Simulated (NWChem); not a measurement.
# CH2FI (fluoroiodomethane) at BP86/6-311G(d,p)

What is the electronic atomisation energy of CH2FI (fluoroiodomethane) at BP86/6-311G**? 

The calculation is run with NWChem 7.3.0.

## 1. Starting point

CH2FI has 5 atoms, charge 0, and is taken as a singlet. As SMILES, `FCI`. Geometry: relaxed at PBE0-D4/def2-TZVP.

Bond lengths: F1–C2 1.353 Å, C2–I3 2.142 Å, C2–H4 1.088 Å, C2–H5 1.088 Å. Angles: F1–C2–I3 111.0°, F1–C2–H4 109.9°, F1–C2–H5 109.9°, I3–C2–H4 106.6°, I3–C2–H5 106.6°, H4–C2–H5 112.7°.

## 2. A single-point energy at BP86/6-311G(d,p) (run 1)

ch2fi.nw reads:

```
start ch2fi
memory 2200 mb

geometry noautosym nocenter noautoz
   F        1.196300       0.710900      -0.175500
   C        0.160600      -0.114100       0.103400
   I       -1.632300       0.547900      -0.864200
   H        0.368100      -1.112000      -0.277200
   H       -0.042700      -0.106200       1.172200
end

basis "ao basis" spherical bse
   * library 6-311G**
end

dft
   xc becke88 perdew86
   grid fine
   convergence energy 1e-08
   iterations 100
   mulliken
   noprint "final vectors analysis"
end

task dft energy
```

Command:

```console
$ nwchem ch2fi.nw > ch2fi.out
```

What it wrote:

```text
[...]
          Wavefunction type:  closed shell.
          No. of atoms     :     5
          No. of electrons :    70
[...]
          Charge           :     0
          Spin multiplicity:     1
[...]
          AO basis - number of functions:   110
[...]
              XC Information
              --------------
                    Becke 1988 Exchange Functional  1.000
                Perdew 1981 Correlation Functional  1.000 local
                Perdew 1986 Correlation Functional  1.000 non-local
[...]
 d= 0,ls=0.0,diis     1  -7059.1400199505 -7.28D+03  1.17D-02  9.18D+00     1.4
[...]
 d= 0,ls=0.0,diis    12  -7059.2532190719 -1.04D-09  8.15D-08  1.20D-10    11.8
         Total DFT energy =    -7059.253219071944
      One electron energy =   -10136.117342731046
           Coulomb energy =     3052.445964105800
    Exchange-Corr. energy =     -193.751563303143
 Nuclear repulsion energy =      218.169722856444
[...]
      Total Density - Mulliken Population Analysis
     ---------------------------------------------
    Atom       Charge   Shell Charges
 -----------   ------   -------------------------------------------------------
    1 F    9     9.19   1.08  0.91  1.19  1.09  2.30  0.86  1.75  0.01
    2 C    6     6.13   1.11  0.88  0.60  0.79  1.47  0.45  0.73  0.10
    3 I   53    53.02   0.94  1.00  1.04  0.93  0.92  1.09  0.99  1.06  1.40  0.58  5.02  1.20  3.33  2.37  3.02  2.93  1.15  2.72  1.26  6.22  3.85  4.87  4.82  0.28
    4 H    1     0.83   0.28  0.47  0.06  0.02
    5 H    1     0.83   0.28  0.47  0.06  0.02
[...]
```

It took 13 s on 1 thread of Intel Xeon 6975P-C (Granite Rapids), shared host; peak memory 0.11 GiB.

## 3. The C atom (run 2)

a.xyz reads:

```xyz
1

C      0.000000     0.000000     0.000000
```

a.nw reads:

```
start a
memory stack 880 mb heap 220 mb global 1100 mb

geometry units angstroms noautosym nocenter noautoz
  load a.xyz
end

basis "ao basis" spherical bse
  * library 6-311G**
end

dft
  xc becke88 perdew86
  mult 3
  grid fine
  convergence energy 1e-08
  iterations 100
  mulliken
  print low
end

task dft energy
```

Run the same way, it converges to -37.84294 Eh (log not shown).

Runs 3 to 4 aren't shown in full; the table further down has their settings and results.

## 4. The I atom (run 5)

i.nw reads:

```
START i
memory 2200 mb

GEOMETRY units angstrom noautosym nocenter noautoz
  I     0.000000    0.000000    0.000000
END

BASIS "ao basis" spherical bse
  * library 6-311G**
END

DFT
  xc becke88 perdew86
  mult 2
  grid fine
  convergence energy 1e-08
  maxiter 100
  mulliken
  print low
END

TASK dft energy
```

Run the same way, it converges to -6920.04856 Eh (log not shown).

## 5. Overview of the runs

| run | level | partner | energy (Eh) | wall time |
| --- | --- | --- | --- | --- |
| 1 | BP86/6-311G** | base | -7059.253219 | 13 s |
| 2 | UBP86/6-311G** | atoms | -37.842938 | 0.68 s |
| 3 | UBP86/6-311G** | atoms | -99.745255 | 0.7 s |
| 4 | UBP86/6-311G** | atoms | -0.500022 | 0.56 s |
| 5 | UBP86/6-311G** | atoms | -6920.048558 | 4.5 s |

## 6. What came out

At BP86/6-311G**:

```
                     quantity           value
         I atom: total energy  -6920.04856 Eh
                 I atom: ⟨S²⟩           0.751
electronic atomisation energy       16.774 eV
```

Taking the molecule apart into free atoms costs 16.77 eV (1618 kJ/mol), before zero-point energy and without spin-orbit coupling. In runs 1, 5 relativity is left out where basis or elements ask for it. All runs together took 19 s, the longest 13 s.
